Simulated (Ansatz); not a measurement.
Predict the output of the script below (Ansatz 0.2.0 through its Python package).

Script `prototypes_tcn2.py`:
```python
"""TcN2 on common prototypes, each relaxed."""

import warnings

import ansatz as az
import numpy as np
import pandas as pd
import spglib

FUNCTIONAL = "r2scan"
N_EMPTY = 8
ECUT = 450
KSPACING = 0.26
OCCUPATIONS = "fermi_dirac"
SIGMA = 0.05


def cdi2(first, second, a):
    return (
        az.Lattice.from_parameters(a, a, 1.6 * a, alpha=90, beta=90, gamma=120)
        .space_group(164)
        .atom(first, (0, 0, 0))
        .atom(second, (1 / 3, 2 / 3, 0.25))
    )


def alb2(first, second, a):
    return (
        az.Lattice.from_parameters(a, a, 1.1 * a, alpha=90, beta=90, gamma=120)
        .space_group(191)
        .atom(first, (0, 0, 0))
        .atom(second, (1 / 3, 2 / 3, 0.5))
    )


def fluorite(a_site, b_site, a):
    return (
        az.Lattice.fcc(a)
        .space_group(225)
        .atom(a_site, (0, 0, 0))
        .atom(b_site, (0.25, 0.25, 0.25))
        .primitive()
    )


def rutile(a_site, b_site, a):
    return (
        az.Lattice.from_parameters(a, a, 0.65 * a, alpha=90, beta=90, gamma=90)
        .space_group(136)
        .atom(a_site, (0, 0, 0))
        .atom(b_site, (0.305, 0.305, 0))
    )


def run_phase(name, crystal, relax=True):
    calc = (
        crystal.calculation()
        .functional(FUNCTIONAL)
        .scf(extra_bands=N_EMPTY, self_checks="high")
        .basis(ECUT, xc_grid=3)
        .kpoints(spacing=KSPACING)
        .occupations(OCCUPATIONS, width=SIGMA)  # fractional filling near the Fermi level
        .stress()  # positive in compression
        .band_table()  # levels at the mesh points
    )
    if relax:
        calc = calc.relax(force_tolerance=0.02, max_steps=40, cell=True)
    return calc.run(threads=1)

def bulk_modulus(name, outcome, step=0.02):
    # B = -V dP/dV from the pressures of two uniformly scaled cells, atoms held at their fractions
    pressure = []
    for factor in (1 - step, 1.0, 1 + step):
        cell = az.Crystal(lattice=az.Lattice.of(outcome.lattice.cell_ang * factor ** (1 / 3)))
        for site in outcome.report["lattice"]["sites"]:
            cell = cell.atom(site["symbol"], site["position_frac"])
        pressure.append(np.trace(run_phase(name, cell, relax=False).report["stress_gpa"]) / 3)
    slope, bend = (pressure[0] - pressure[2]) / (2 * step), abs(pressure[0] + pressure[2] - 2 * pressure[1])
    # a jump of mesh or basis between the cells shows as a kink: no modulus then
    return float(slope) if bend < 12 * step**2 * abs(slope) + 0.15 and abs(pressure[1]) < 1.5 else float("nan")


def space_group(outcome):
    sites = outcome.report["lattice"]["sites"]
    kinds = sorted({site["symbol"] for site in sites})
    cell = (outcome.lattice.cell_ang, [site["position_frac"] for site in sites], [kinds.index(site["symbol"]) for site in sites])
    return spglib.get_spacegroup(cell, symprec=0.01)


def pressure_gpa(outcome):
    return float(np.trace(outcome.report["stress_gpa"]) / 3)


def main() -> None:
    # a is a first guess in angstrom
    warnings.simplefilter("ignore", az.DeckWarning)

    phases = {}
    phases["CdI2"] = cdi2("Tc", "N", 2.89)
    phases["AlB2"] = alb2("Tc", "N", 3.08)
    phases["fluorite"] = fluorite("Tc", "N", 4.89)
    phases["rutile"] = rutile("Tc", "N", 4.6)

    done = {}
    for name, crystal in phases.items():
        try:
            done[name] = run_phase(name, crystal)
        except az.NonConvergedError as error:
            print(name, "did not converge:", str(error)[:120])

    energy = {name: o.report["energy_sigma0_ev"] / len(o.lattice.sites) for name, o in done.items()}
    lowest = min(energy.values())
    rows = [(name, len(o.lattice.sites), 1000 * (energy[name] - lowest), space_group(o), pressure_gpa(o), bulk_modulus(name, o)) for name, o in done.items()]
    rows.sort(key=lambda row: row[2])
    print(pd.DataFrame(rows, columns=["phase", "atoms", "dE (meV/atom)", "space group", "P (GPa)", "B (GPa)"]).round(4).to_string(index=False))
    print("lowest in energy:", rows[0][0])


if __name__ == "__main__":
    main()
```

```console
$ python prototypes_tcn2.py
   phase  atoms  dE (meV/atom)    space group  P (GPa)  B (GPa)
  rutile      6         0.0000 P4_2/mnm (136)   0.0309 308.9625
fluorite      3       419.3610    Fm-3m (225)  -0.0033 324.1762
    CdI2      3       432.1103    P-3m1 (164)   0.0166 265.6645
    AlB2      3      1710.1347   P6/mmm (191)   0.0034 292.5640
lowest in energy: rutile
```

By space group at the end of each run: P4_2/mnm (+0 meV an atom, 10.8 Å³), Fm-3m (+419 meV an atom, 9.4 Å³), P-3m1 (+432 meV an atom, 11.4 Å³) and P6/mmm (+1710 meV an atom, 8.8 Å³).

These settings explore the input space; cutoff and mesh may be short of convergence. The cutoff lies under the one recommended for these potentials. No spin polarisation was allowed. Under the recommended cutoff a pressure can be off by several GPa, even in sign. For the metals among these phases the mesh is modest: differences between phases can be off by up to 40 meV an atom. Pressure is positive in compression. The cells are built on prototypes, so most aren't the phase found in nature. Rows bear the name of their start, and a relaxation keeps or raises the symmetry. Differences under about 40 meV an atom lie within the error of mesh and functional. The script silences the warnings on its input, which a real study should read. Hardware and time: 5.8 min on 1 thread of Arm Neoverse V2, with other jobs on the host, peak memory 0.59 GiB.
